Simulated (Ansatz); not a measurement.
# Cl₂F₂SW: a ladder of functionals and wavefunction methods

An exercise on one series of results from a longer session: the logs are not shown, and one member is left open.

The runs use Ansatz 0.2.0, Gaussian basis; functionals in def2-TZVPP, the program's frozen cores in correlated methods.

Levels to be run: LDA (SPW92), PBE-D4, revPBE-D4, BLYP-D4, r2SCAN-D4, B97M-V, PBE0-D4, B3LYP-D4, r2SCANh-D4, r2SCAN0-D4, HSE06-D4, BHLYP-D4, CAM-B3LYP-D4, LC-ωPBE, ωB97X-V, ωB97M-V, B2PLYP, PBE-QIDH; CCSD(T)/def2-SVP; CCSD(T)/def2-TZVPP; MP2/def2-QZVPP; extrapolation to the limit; RPA on PBE.

## The relaxed structure

All runs share one geometry, relaxed beforehand with PBE0-D4 in a triple-zeta def2 set. W takes the def2 core potential; no spin-orbit term is included.

SMILES `[F][W]([F])(=[S])([Cl])[Cl]`, 6 atoms, charge 0, spin multiplicity 1.

Atoms are counted from 1 here; the program's logs count them from 0.

Bond lengths: F1–W2 1.856 Å, W2–F3 1.856 Å, W2–S4 2.088 Å, W2–Cl5 2.274 Å, W2–Cl6 2.274 Å. Angles: F1–W2–F3 83.2°, F1–W2–S4 105.9°, F1–W2–Cl5 149.5°, F1–W2–Cl6 85.9°, F3–W2–S4 105.9°, F3–W2–Cl5 85.9°, F3–W2–Cl6 149.5°, S4–W2–Cl5 104.5°, S4–W2–Cl6 104.5°, Cl5–W2–Cl6 89.3°.

Coordinates:

```xyz
6
Cl2F2SW
F    -0.1088   -0.9790    1.6308
W     0.0328   -0.0636    0.0226
F     1.8313   -0.4890    0.1924
S    -0.7233   -1.3519   -1.4361
Cl    0.7420    1.7594   -1.1376
Cl   -1.7740    1.1240    0.7278
```

The first run:

Input file in.yaml:

```yaml
crystal:
  periodic: [false, false, false]
  atoms:
    - {symbol: F, position_ang: [-0.108820, -0.978954, 1.630805]}
    - {symbol: W, position_ang: [0.032831, -0.063617, 0.022621]}
    - {symbol: F, position_ang: [1.831272, -0.488963, 0.192444]}
    - {symbol: S, position_ang: [-0.723299, -1.351886, -1.436085]}
    - {symbol: Cl, position_ang: [0.741973, 1.759397, -1.137573]}
    - {symbol: Cl, position_ang: [-1.773968, 1.124024, 0.727788]}
basis:
  gaussian: {orbitals: def2-TZVPP}
hamiltonian: {xc: lda}
output: {orbitals: {seedname: orbitals}}
```

Run with:

```
$ ansatz run in.yaml --threads 4 --pin off --events-out ev --progress --plain --max-ram 10444MiB
```

Among the steps run: LDA; PBE-D4 (GGA); revPBE-D4 (GGA); BLYP-D4 (GGA); r2SCAN-D4 (meta-GGA); B97M-V (meta-GGA); PBE0-D4 (hybrid); B3LYP-D4 (hybrid); r2SCANh-D4 (hybrid); r2SCAN0-D4 (hybrid); HSE06-D4 (hybrid); BHLYP-D4 (hybrid); CAM-B3LYP-D4 (range-separated); LC-ωPBE (range-separated); ωB97X-V (range-separated); ωB97M-V (range-separated); B2PLYP (double hybrid); PBE-QIDH (double hybrid).

One of the session's tables, all rows but one given; the rest of the session is left out.

It belongs to the step «Frontier levels by functional». 

| functional | HOMO (eV) | LUMO (eV) | gap (eV) |
| --- | --- | --- | --- |
| LDA (SPW92) | -7.94 | -5.10 | 2.83 |
| PBE-D4 | -7.77 | -4.86 | 2.90 |
| revPBE-D4 | -7.70 | -4.78 | 2.93 |
| BLYP-D4 | -7.59 | -4.73 | 2.86 |
| r2SCAN-D4 | -8.13 | -4.89 | 3.24 |
| B97M-V | -8.19 | -4.86 | 3.32 |
| PBE0-D4 | -9.05 | -4.19 | 4.86 |
| B3LYP-D4 | -8.79 | -4.37 | 4.42 |
| r2SCANh-D4 | -8.59 | -4.62 | 3.98 |
| r2SCAN0-D4 | -9.29 | -4.19 | 5.10 |
| HSE06-D4 | ? | ? | ? |
| BHLYP-D4 | -10.16 | -3.29 | 6.87 |
| CAM-B3LYP-D4 | -10.30 | -3.12 | 7.19 |
| LC-ωPBE | -11.64 | -2.02 | 9.61 |
| ωB97X-V | -11.29 | -2.07 | 9.21 |
| ωB97M-V | -11.12 | -2.06 | 9.06 |

Estimate the missing values for HSE06-D4.

**Answer.** HOMO (eV): -8.66; LUMO (eV): -4.57; gap (eV): 4.09. In the column «HOMO (eV)» it lies between B3LYP-D4 (-8.79) and r2SCANh-D4 (-8.59).
